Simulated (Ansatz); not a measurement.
# C3H6AuNO: ionisation energy by level of theory

Aim: the vertical ionisation energy of C3H6AuNO, as cation minus neutral at the neutral's geometry, on several levels, and how well −ε(HOMO) stands in for it.

Program: Ansatz 0.2.0, Gaussian basis. Level of theory: unrestricted cation, the program's frozen cores in correlated methods. These are calculated values, not measurements.

Plan: UKS PBE-D4/def2-TZVPP; UKS r2SCAN-D4/def2-TZVPP; UKS PBE0-D4/def2-TZVPP; UKS B3LYP-D4/def2-TZVPP; UKS wB97X-V/def2-TZVPP; UKS wB97M-V/def2-TZVPP; UKS B2PLYP/def2-TZVPP; UHF-CCSD(T)/def2-TZVPP; UHF-MP2/def2-QZVPP; extrapolation to the limit; then −ε(HOMO) from the neutral's earlier runs with LDA (SPW92), PBE-D4, revPBE-D4, BLYP-D4, r2SCAN-D4, B97M-V, PBE0-D4, B3LYP-D4, r2SCANh-D4, r2SCAN0-D4, HSE06-D4, BHLYP-D4, CAM-B3LYP-D4, LC-ωPBE, ωB97X-V, ωB97M-V.

1 further run of the same task is left out (it didn't finish).

**1. The geometry**

All runs share one geometry, relaxed beforehand with PBE0-D4 in a triple-zeta def2 set. Au takes the def2 core potential; no spin-orbit term is included.

SMILES `CC#[N+][Au-][O]C`, 12 atoms, charge 0, spin multiplicity 1.

Atoms are counted from 1 here; the program's logs count them from 0.

Bond lengths: C1–C2 1.443 Å, C1–H7 1.091 Å, C1–H8 1.091 Å, C1–H9 1.091 Å, C2–N3 1.146 Å, N3–Au4 1.949 Å, Au4–O5 1.939 Å, O5–C6 1.395 Å, C6–H10 1.098 Å, C6–H11 1.101 Å, C6–H12 1.101 Å. Angles: C2–C1–H7 110.0°, C2–C1–H8 109.9°, C2–C1–H9 109.8°, H7–C1–H8 109.1°, H7–C1–H9 109.1°, H8–C1–H9 109.0°, C1–C2–N3 180.0°, C2–N3–Au4 179.2°, N3–Au4–O5 177.1°, Au4–O5–C6 119.2°, O5–C6–H10 108.2°, O5–C6–H11 113.3°, O5–C6–H12 113.3°, H10–C6–H11 107.2°, H10–C6–H12 107.2°, H11–C6–H12 107.3°.

**2. Cation, UKS PBE-D4/def2-TZVPP**

in.yaml

```yaml
crystal:
  periodic: [false, false, false]
  atoms:
    - {symbol: C, position_ang: [-0.543592, -2.233973, 2.833229]}
    - {symbol: C, position_ang: [-0.271697, -1.500150, 1.620634]}
    - {symbol: N, position_ang: [-0.056150, -0.917019, 0.658241]}
    - {symbol: Au, position_ang: [0.302769, 0.097986, -0.966131]}
    - {symbol: O, position_ang: [0.689378, 1.023731, -2.625748]}
    - {symbol: C, position_ang: [0.472171, 2.399876, -2.704419]}
    - {symbol: H, position_ang: [0.384933, -2.409353, 3.379399]}
    - {symbol: H, position_ang: [-1.001710, -3.194406, 2.590715]}
    - {symbol: H, position_ang: [-1.226661, -1.663821, 3.465287]}
    - {symbol: H, position_ang: [0.748693, 2.732819, -3.713808]}
    - {symbol: H, position_ang: [-0.578809, 2.685404, -2.544393]}
    - {symbol: H, position_ang: [1.080675, 2.978905, -1.992987]}
basis:
  gaussian: {orbitals: def2-TZVPP}
total_charge: 1
magnetization: {spin_polarized: true, initial_magnetization: 1}
hamiltonian: {xc: pbe, dispersion: d4}
```

The runs that follow: Cation, UKS r2SCAN-D4/def2-TZVPP; Cation, UKS PBE0-D4/def2-TZVPP; Cation, UKS B3LYP-D4/def2-TZVPP; Cation, UKS wB97X-V/def2-TZVPP; Cation, UKS wB97M-V/def2-TZVPP; Cation, UKS B2PLYP (frozen core)/def2-TZVPP; Cation, UHF-CCSD(T)/def2-TZVPP; Cation, UHF-MP2/def2-QZVPP.

**Question.** What will the summary of the whole plan be? Wanted: ionisation energy, CCSD(T)/CBS; nearest functional by difference; nearest −ε(HOMO); −ε(HOMO) of PBE; T1 of the cation.

**Answer**, as computed:

| quantity | value |
| --- | --- |
| ionisation energy, CCSD(T)/CBS | 8.03 eV |
| nearest functional by difference | B2PLYP (-0.23 eV) |
| nearest −ε(HOMO) | ωB97X-V (-0.01 eV) |
| −ε(HOMO) of PBE | 4.51 eV |
| T1 of the cation | 0.024 |

What this shows: By cation minus neutral, the functionals miss by 0.44 eV at most. The PBE orbital energy is 3.5 eV too small: a semilocal HOMO is no ionisation energy. Among orbital estimates ωB97X-V comes nearest. Hartree-Fock falls 1.93 eV short, as the neutral has more correlation energy than the cation. Correlated methods include outer-core shells of Au, which these sets cover unevenly.
